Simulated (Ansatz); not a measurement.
# C3H8BNO: a ladder of functionals and wavefunction methods

How much do the methods differ for C3H8BNO? The plan is to run it at one geometry with functionals of several rungs and with coupled cluster. The yardstick is the atomisation energy at the CCSD(T) limit.

The runs use Ansatz 0.2.0, Gaussian basis; functionals in def2-TZVPP, the program's frozen cores in correlated methods.

Plan: PBE-D4, r2SCAN-D4, PBE0-D4, B3LYP-D4, ωB97X-V, ωB97M-V, B2PLYP; CCSD(T)/def2-TZVPP; MP2/def2-QZVPP; extrapolation to the limit.

## (1) The relaxed structure

An earlier PBE0-D4 in a triple-zeta def2 set relaxation fixed the geometry.

14 atoms, charge 0, spin multiplicity 1.

Atoms are counted from 1 here; the program's logs count them from 0.

Bond lengths: B1–N2 1.358 Å, B1–H7 1.199 Å, B1–H8 1.199 Å, N2–C3 1.236 Å, C3–O4 1.343 Å, C3–H9 1.095 Å, O4–C5 1.427 Å, C5–C6 1.504 Å, C5–H10 1.096 Å, C5–H11 1.096 Å, C6–H12 1.092 Å, C6–H13 1.091 Å, C6–H14 1.091 Å. Angles: N2–B1–H7 119.3°, N2–B1–H8 119.3°, H7–B1–H8 121.5°, B1–N2–C3 177.3°, N2–C3–O4 122.6°, N2–C3–H9 122.5°, O4–C3–H9 114.8°, C3–O4–C5 115.5°, O4–C5–C6 108.0°, O4–C5–H10 109.4°, O4–C5–H11 109.4°, C6–C5–H10 110.9°, C6–C5–H11 110.9°, H10–C5–H11 108.2°, C5–C6–H12 110.0°, C5–C6–H13 110.7°, C5–C6–H14 110.7°, H12–C6–H13 108.5° and more.

## (2) PBE-D4 (GGA)

The input, in.yaml:

```yaml
crystal:
  periodic: [false, false, false]
  atoms:
    - {symbol: B, position_ang: [-3.019396, 1.539534, 0.097795]}
    - {symbol: N, position_ang: [-1.913366, 0.871646, -0.321037]}
    - {symbol: C, position_ang: [-0.885667, 0.267334, -0.647056]}
    - {symbol: O, position_ang: [0.105233, 0.003356, 0.219932]}
    - {symbol: C, position_ang: [1.223592, -0.699349, -0.320091]}
    - {symbol: C, position_ang: [2.219053, -0.909202, 0.788134]}
    - {symbol: H, position_ang: [-3.043929, 2.736324, 0.025659]}
    - {symbol: H, position_ang: [-3.955491, 0.918446, 0.517400]}
    - {symbol: H, position_ang: [-0.713318, -0.094470, -1.666471]}
    - {symbol: H, position_ang: [0.887597, -1.658324, -0.731125]}
    - {symbol: H, position_ang: [1.663197, -0.113046, -1.135236]}
    - {symbol: H, position_ang: [3.090947, -1.445973, 0.409023]}
    - {symbol: H, position_ang: [2.550897, 0.047524, 1.194553]}
    - {symbol: H, position_ang: [1.777549, -1.493098, 1.597321]}
basis:
  gaussian: {orbitals: def2-TZVPP}
hamiltonian: {xc: pbe, dispersion: d4}
output: {forces: true, orbitals: {seedname: orbitals}}
```

Started as:

```bash
$ ansatz run in.yaml --threads 4 --pin off --events-out ev --progress --plain --max-ram 10444MiB
```

After this run come: r2SCAN-D4 (meta-GGA); PBE0-D4 (hybrid); B3LYP-D4 (hybrid); ωB97X-V (range-separated); ωB97M-V (range-separated); B2PLYP (double hybrid); CCSD(T) in def2-TZVPP; MP2 in def2-QZVPP.

Before running them: what should the planned runs give, taken together? Wanted: atomisation energy, CCSD(T)/CBS; farthest; mean size of error, hybrid; mean size of error, range-separated; gap, smallest and largest; T1 diagnostic; triples share of the correlation energy.

**Answer**, as computed:

| quantity | value |
| --- | --- |
| atomisation energy, CCSD(T)/CBS | 57.536 eV |
| functionals within 0.288 eV (0.5 %) | B2PLYP |
| farthest | PBE-D4 (+1.966 eV) |
| mean size of error, hybrid | 0.607 eV |
| mean size of error, range-separated | 0.413 eV |
| gap, smallest and largest | 5.08 eV (PBE-D4), 11.90 eV (ωB97X-V) |
| T1 diagnostic | 0.0140 |
| triples share of the correlation energy | 4.1 % |

What this shows: PBE-D4 misses by +1.966 eV. Double hybrids carry the basis error of their MP2 part in triple zeta, and no dispersion term here, so their miss is partly the set-up's. The reference freezes the cores and leaves out relativity and excitations past (T), so misses under about 0.288 eV can't be ranked. Hartree-Fock recovers 73 % of the binding; the rest is correlation. The gap grows from 5.1 to 11.9 eV across the functionals, mostly with the share of exact exchange.
